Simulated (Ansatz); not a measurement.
# AgAu3 (Pm-3m) in Ansatz: reference runs

How does AgAu3 come out in PBEsol? The cell is run as given and disturbed.

Program: Ansatz 0.2.0. These are calculated values, not measurements. Logs are shortened: lines on timing, memory, paths and dates and some standing lists are left out, and cuts for length are marked.

## (1) The structure

Symmetry: Pm-3m, No. 221, cubic system. The conventional cell has a = 4.122 Å, b = 4.122 Å, c = 4.122 Å, α = 90.00°, β = 90.00°, γ = 90.00°. Au (site symmetry 4/mmm) is surrounded by 8 Au at 2.91 Å and 4 Ag at 2.91 Å. Ag (site symmetry m-3m) has 12 Au at 2.91 Å as nearest neighbours.

The cell comes from a database or a generator and needn't be the stable form of this composition.

## (2) Single point, PBEsol

The input, input.yaml:

```yaml
crystal:
  lattice:
    - [4.12163154, 0.0, 0.0]
    - [0.0, 4.12163154, 0.0]
    - [0.0, 0.0, 4.12163154]
  atoms:
    - { symbol: Au, position: [0.0, 0.0, 0.5] }
    - { symbol: Au, position: [0.0, 0.5, 0.0] }
    - { symbol: Au, position: [0.5, 0.0, 0.0] }
    - { symbol: Ag, position: [0.5, 0.5, 0.5] }
kpoints:
  mp_grid: { grid: [7, 7, 7] }
scf:
  occupations: { method: fermi_dirac, width: 0.05 }
hamiltonian:
  xc: pbesol
  pseudopotentials: { kind: all_electron, lapw: { basis_error: 0.001 } }
output:
  forces: true
  stress: true
  eigenvalues: true
  populations: true
```

Potentials or basis: all-electron LAPW, scalar-relativistic.

The run is started by

```console
$ ansatz run input.yaml --threads 2 --pin off --max-ram 8192MiB --backend cpu --events-out ev --progress --plain --runs-dir out
```

Standard output:

```text
Warning: RAYON_NUM_THREADS=2 ignored (pool sized by the plan → 2); use --threads N
Au: projections on atomic orbitals take those of the free atom 1s2 2s2 2p6 3s2 3p6 3d10 4s2 4p6 4d10 4f14 5s2 5p6 5d10 6s1, of charge +0.00 (hamiltonian.pseudopotentials.projection_atoms)
Ag: projections on atomic orbitals take those of the free atom 1s2 2s2 2p6 3s2 3p6 3d10 4s2 4p6 4d10 5s1, of charge +0.00 (hamiltonian.pseudopotentials.projection_atoms)
LAPW: plane waves up to 7.972 Å⁻¹, error target 1.0e-3 eV per atom; small_component_spin mean_spin; Ag in spheres of 1.457 Å, 19 of its electrons in bands, Dirac shells []; Au in spheres of 1.457 Å, 43 of its electrons in bands, Dirac shells [] (how accurate: hamiltonian.pseudopotentials.lapw.basis_error, Limitations)
Engine: ansatz 0.2.0, aarch64-unknown-linux-gnu
Pseudopotentials: kind: all_electron
Pseudopotential: Au, LAPW, valence charge 43, lapw/all_electron/scalar/gaussian/Au, Koelling and Harmon's equation, gaussian nucleus
Pseudopotential: Ag, LAPW, valence charge 19, lapw/all_electron/scalar/gaussian/Ag, Koelling and Harmon's equation, gaussian nucleus
Functional definition: PBEsol
  exchange = pbesol_x
  correlation = pbesol_c
Crystal: 4 atoms, lattice volume = 70.018 Å³
Basis set: ecut = 242.15382736727656 eV, 619 PW (Γ), exchange–correlation at level 2
[... 43 lines left out ...]
--- Forces (eV/Å), atoms counted from 1 ---
  atom   1  Au     0.00000000     0.00000000     0.00000000
  atom   2  Au     0.00000000     0.00000000     0.00000000
  atom   3  Au    -0.00000000    -0.00000000     0.00000000
  atom   4  Ag     0.00000000    -0.00000000     0.00000000
  max |Σ_I F_I| component: 1.25e-30 eV/Å
--- Stress (GPa, compression-positive) ---
       -5.400113       0.000000       0.000000
        0.000000      -5.400113       0.000000
        0.000000       0.000000      -5.400113
  P = ⅓ Tr σ = -5.4001 GPa (-54.001 kbar)
--- Band table (eV; the first three rows and the last of 20) ---
  k-point 0: bands = ["-299.9242", "-299.9242", "-299.9242", "-299.9218", "-299.9218", "-299.9218", "-299.9218", "-299.9218", "-299.9218", "-299.9177", "-299.9177", "-299.9177", "-299.9023", "-299.9023", "-299.9023", "-82.8298", "-82.8196", "-82.8196", "-69.0723", "-55.8904", "-55.8900", "-55.8900", "-55.8855", "-55.8855", "-55.8855", "-55.8818", "-55.8818", "-55.8818", "-55.8817", "-55.8817", "-55.8817", "-55.8747", "-55.8747", "-55.8747", "-55.8745", "-55.8745", "-55.8745", "-55.8680", "-55.8680", "-55.8680", "-34.2863", "-34.2863", "-34.2863", "-34.2038", "-34.2038", "-34.2038", "-34.1532", "-34.1532", "-34.1532", "-32.5782", "-32.5782", "-32.5782", "13.3838", "15.9188", "15.9503", "15.9503", "16.1922", "16.1922", "16.1922", "18.0308", "18.0308", "18.0308", "19.3182", "19.3182", "20.3169", "20.3169", "20.4508", "20.4508", "20.4508", "20.6212", "20.9664", "20.9664", "20.9664", "23.7510", "23.7510", "23.7510", "27.8683", "27.8683", "29.7084", "32.5641", "32.5641", "32.5641", "32.6623", "32.6623", "32.6623", "37.3682", "39.0272", "39.0272", "40.0059"]
  k-point 1: bands = ["-299.9242", "-299.9242", "-299.9242", "-299.9218", "-299.9218", "-299.9218", "-299.9218", "-299.9218", "-299.9218", "-299.9177", "-299.9177", "-299.9177", "-299.9023", "-299.9023", "-299.9023", "-82.8294", "-82.8200", "-82.8196", "-69.0723", "-55.8904", "-55.8900", "-55.8900", "-55.8855", "-55.8855", "-55.8855", "-55.8818", "-55.8818", "-55.8818", "-55.8817", "-55.8817", "-55.8817", "-55.8747", "-55.8747", "-55.8747", "-55.8745", "-55.8745", "-55.8745", "-55.8680", "-55.8680", "-55.8680", "-34.2825", "-34.2825", "-34.2797", "-34.2047", "-34.2047", "-34.2039", "-34.1598", "-34.1559", "-34.1559", "-32.5788", "-32.5784", "-32.5784", "13.6089", "16.0174", "16.0646", "16.0970", "16.2705", "16.3122", "16.3122", "17.9251", "18.1244", "18.1244", "19.2101", "19.3587", "20.0274", "20.0274", "20.1537", "20.2403", "20.4490", "20.4901", "20.5951", "20.5951", "20.9668", "22.4091", "24.5208", "24.5208", "27.7428", "28.5738", "30.5335", "32.2003", "32.2003", "32.2249", "32.3769", "33.0582", "33.0582", "37.5900", "39.0952", "40.1553", "40.3297"]
  k-point 2: bands = ["-299.9242", "-299.9242", "-299.9242", "-299.9218", "-299.9218", "-299.9218", "-299.9218", "-299.9218", "-299.9218", "-299.9177", "-299.9177", "-299.9177", "-299.9023", "-299.9023", "-299.9023", "-82.8282", "-82.8212", "-82.8196", "-69.0723", "-55.8903", "-55.8900", "-55.8900", "-55.8855", "-55.8855", "-55.8855", "-55.8818", "-55.8818", "-55.8818", "-55.8817", "-55.8817", "-55.8817", "-55.8747", "-55.8746", "-55.8746", "-55.8745", "-55.8745", "-55.8745", "-55.8680", "-55.8680", "-55.8680", "-34.2728", "-34.2728", "-34.2614", "-34.2080", "-34.2080", "-34.2043", "-34.1783", "-34.1620", "-34.1620", "-32.5800", "-32.5789", "-32.5789", "14.2515", "16.1757", "16.4201", "16.4838", "16.4953", "16.6703", "16.6703", "17.6394", "18.3950", "18.3950", "18.9363", "19.0512", "19.0512", "19.4641", "19.7247", "19.9320", "20.0440", "20.0440", "20.2502", "20.3951", "20.4455", "20.9675", "26.0521", "26.0521", "27.4627", "28.4506", "31.0928", "31.0928", "31.5637", "32.0838", "33.4601", "34.2879", "34.2879", "38.1809", "38.9020", "39.3571", "39.8665"]
  k-point 19: bands = ["-299.9242", "-299.9242", "-299.9242", "-299.9218", "-299.9218", "-299.9218", "-299.9218", "-299.9218", "-299.9218", "-299.9177", "-299.9177", "-299.9177", "-299.9023", "-299.9023", "-299.9023", "-82.8233", "-82.8228", "-82.8228", "-69.0722", "-55.8901", "-55.8901", "-55.8901", "-55.8858", "-55.8858", "-55.8849", "-55.8819", "-55.8819", "-55.8819", "-55.8817", "-55.8817", "-55.8816", "-55.8749", "-55.8749", "-55.8749", "-55.8743", "-55.8743", "-55.8743", "-55.8683", "-55.8679", "-55.8679", "-34.3225", "-34.2684", "-34.2682", "-34.2682", "-34.1658", "-34.1658", "-34.1600", "-34.1591", "-34.1591", "-32.5786", "-32.5782", "-32.5782", "15.6624", "15.7727", "15.7727", "16.1118", "17.9291", "17.9317", "17.9317", "18.0404", "18.0404", "18.0883", "18.0883", "18.1270", "19.7242", "19.8562", "19.8562", "20.2628", "20.2628", "20.4009", "20.4009", "20.6684", "20.7865", "22.2696", "22.3898", "22.3898", "25.4020", "25.4020", "26.1864", "27.6366", "36.8058", "36.8890", "36.8890", "36.9367", "38.9518", "38.9757", "38.9757", "39.0554", "39.0554"]
--- Löwdin populations: 4 sites ---
  site symbol       q [e]
     0     Au     78.8632
     1     Au     78.8632
     2     Au     78.8632
     3     Ag     46.7906
  spilling = 0.002182 (of n_electrons = 284.000000)
```

populations.tsv:

```text
# site	symbol	l	j	q
# orbitals = lowdin
# n_electrons = 284.000000
# spilling = 0.002182
# projection_atom_Au: 1s2 2s2 2p6 3s2 3p6 3d10 4s2 4p6 4d10 4f14 5s2 5p6 5d10 6s1
# projection_atom_Ag: 1s2 2s2 2p6 3s2 3p6 3d10 4s2 4p6 4d10 5s1
0	Au	0_1S	-	2.000000
0	Au	0_2S	-	1.999996
0	Au	0_3S	-	1.999947
0	Au	0_4S	-	1.999470
0	Au	0_5S	-	1.992461
0	Au	0_6S	-	1.119914
0	Au	1_2P	-	6.000000
0	Au	1_3P	-	5.999999
0	Au	1_4P	-	5.999988
0	Au	1_5P	-	5.998791
0	Au	2_3D	-	10.000000
0	Au	2_4D	-	9.999995
0	Au	2_5D	-	9.752676
0	Au	3_4F	-	13.999994
1	Au	0_1S	-	2.000000
1	Au	0_2S	-	1.999996
1	Au	0_3S	-	1.999947
1	Au	0_4S	-	1.999470
1	Au	0_5S	-	1.992461
1	Au	0_6S	-	1.119914
1	Au	1_2P	-	6.000000
1	Au	1_3P	-	5.999999
1	Au	1_4P	-	5.999988
1	Au	1_5P	-	5.998791
1	Au	2_3D	-	10.000000
1	Au	2_4D	-	9.999995
1	Au	2_5D	-	9.752676
1	Au	3_4F	-	13.999994
2	Au	0_1S	-	2.000000
2	Au	0_2S	-	1.999996
2	Au	0_3S	-	1.999947
2	Au	0_4S	-	1.999470
2	Au	0_5S	-	1.992461
2	Au	0_6S	-	1.119914
2	Au	1_2P	-	6.000000
2	Au	1_3P	-	5.999999
2	Au	1_4P	-	5.999988
2	Au	1_5P	-	5.998791
2	Au	2_3D	-	10.000000
2	Au	2_4D	-	9.999995
2	Au	2_5D	-	9.752676
2	Au	3_4F	-	13.999994
3	Ag	0_1S	-	1.999999
3	Ag	0_2S	-	1.999975
3	Ag	0_3S	-	1.999586
3	Ag	0_4S	-	1.993016
3	Ag	0_5S	-	0.950535
3	Ag	1_2P	-	6.000000
3	Ag	1_3P	-	5.999993
3	Ag	1_4P	-	5.999317
3	Ag	2_3D	-	9.999997
3	Ag	2_4D	-	9.848206
```

Run time: 33 s. Hardware: 2 threads of Arm Neoverse V1, shared host; peak memory 0.57 GiB.

Results:

```yaml
Free_energy: -1695836.1738 eV
Pressure: -5.4 GPa
Band_gap_on_the_k_mesh: none (metal or under the smearing width)
```

The run has no spin-orbit coupling, so splittings on Au are missing.

## (3) Single point, PBEsol (atoms moved at random, drawn with an rms of 0.05 Å)

input.yaml: that of step 2 with these lines changed.

```diff
@@ -6,6 +6,6 @@
   atoms:
-    - { symbol: Au, position: [0.0, 0.0, 0.5] }
-    - { symbol: Au, position: [0.0, 0.5, 0.0] }
-    - { symbol: Au, position: [0.5, 0.0, 0.0] }
-    - { symbol: Ag, position: [0.5, 0.5, 0.5] }
+    - { symbol: Au, position: [-0.002033, -0.005694, 0.508131] }
+    - { symbol: Au, position: [-0.008579, 0.495272, -0.001789] }
+    - { symbol: Au, position: [0.501417, -0.007958, 0.001693] }
+    - { symbol: Ag, position: [0.503269, 0.492529, 0.489069] }
 kpoints:
```

Potentials or basis: all-electron LAPW, scalar-relativistic.

The run is started by

```console
$ ansatz run input.yaml --threads 2 --pin off --max-ram 8192MiB --backend cpu --events-out ev --progress --plain --runs-dir out
```

It took 9.1 min on 2 threads of Arm Neoverse V1, shared host; peak memory 2.2 GiB.

Results (log left out):

* Free energy: -1695836.1593 eV
* Pressure: -5.2 GPa
* Largest force: 0.282 eV/Å
* Band gap on the k mesh: none (metal or under the smearing width)

Forces in eV/Å, atoms in the order of the input:
```
Au   0.128 -0.002 -0.151
Au   0.257 -0.046  0.009
Au  -0.184  0.042 -0.056
Ag  -0.200  0.006  0.198
```

Stress tensor (GPa, compression positive):
```
-5.24 -0.03 -0.11
-0.03 -5.17 -0.03
-0.11 -0.03 -5.21
```

Levels at points of the mesh, in eV from the Fermi level:
```csv
k point,band 71,band 72,band 73,band 74,band 75,band 76,band 77,band 78
"(0.00, 0.00, 0.00)",-1.48,-1.48,-1.48,1.31,1.31,1.32,5.42,5.42
```

Spin-orbit coupling is left out, which matters for the levels of Au.
